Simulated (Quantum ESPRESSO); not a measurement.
Runs of Quantum ESPRESSO 7.5 on Pd. The cell holds a slab with vacuum, 6 atoms: a = 2.751 Å, b = 2.751 Å, c = 24.724 Å, α = 90.00°, β = 90.00°, γ = 90.00°. The slab is cut from a database's or a generator's crystal, which needn't be the stable form of the element.

```csv
potentials or basis,cutoff (eV),gap on the mesh (eV),largest force (eV/Å),work function (eV)
GBRV 1.5 PBE,612,none,0.25,(a)
SG15 PBE 1.2,952,none,0.22,4.88
JTH 2.0 PBE,612,none,0.59,4.86
SSSP 1.3 efficiency PBE,816,none,0.22,4.88
Ansatz NC SR PBE,1116,none,0.21,(b)
```

Alike in all rows: task work function; level PBE; no spin polarisation; cell as given; k mesh 5 × 5 × 1; smearing fermi-dirac 0.05 eV; the mesh is coarse, so values aren't converged.

Task: Fill in the values left out.

Result: (a) 4.90; (b) 4.89.

Caveats: all runs use coarse meshes.

A k mesh can miss the band edges, and the runs leave out spin-orbit coupling on Pd.

A gap of «none» marks a metal or a gap under the smearing width.

The runs don't all hold the same shells in valence.
